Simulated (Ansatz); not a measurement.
# Cl2GaH: the cost of one run

All numbers below are computed with Ansatz 0.2.0 (RKS BHLYP-D4/def2-SVP).

## (1) Starting point

Bond lengths: Ga1–Cl2 2.240 Å, Ga1–H3 1.570 Å, Ga1–Cl4 2.240 Å. Angles: Cl2–Ga1–H3 120.0°, Cl2–Ga1–Cl4 120.0°, H3–Ga1–Cl4 120.0°.

As a file:

```xyz
4

Ga    0.0000    0.0000    0.0000
Cl    0.0000    0.0000    2.2400
H     1.3596    0.0000   -0.7850
Cl   -1.9398    0.0000   -1.1200
```

## (2) Preparing the start

input.yaml reads:

```yaml
crystal:
  periodic: [false, false, false]
  atoms:
    - { symbol: Ga, position_ang: [0.0, 0.0, 0.0] }
    - { symbol: Cl, position_ang: [0.0, 0.0, 2.24] }
    - { symbol: H, position_ang: [1.3596, 0.0, -0.785] }
    - { symbol: Cl, position_ang: [-1.9398, 0.0, -1.12] }
basis:
  gaussian: { orbitals: def2-SVP }
hamiltonian:
  xc: { name: BHLYP }
  dispersion: d4
relax:
  f_tol: 0.02
  max_steps: 40
```

Started as:

```bash
ansatz run input.yaml --threads 1 --pin off --max-ram 2048MiB --backend cpu --events-out ev --progress --plain --runs-dir out
```

**Question.** How long does this run take on 1 thread of Intel Xeon Platinum 8259CL at 2.50GHz (Skylake/Cascade Lake), shared host, and how much memory does it need?

About 23 s, with a peak of 0.17 GiB.
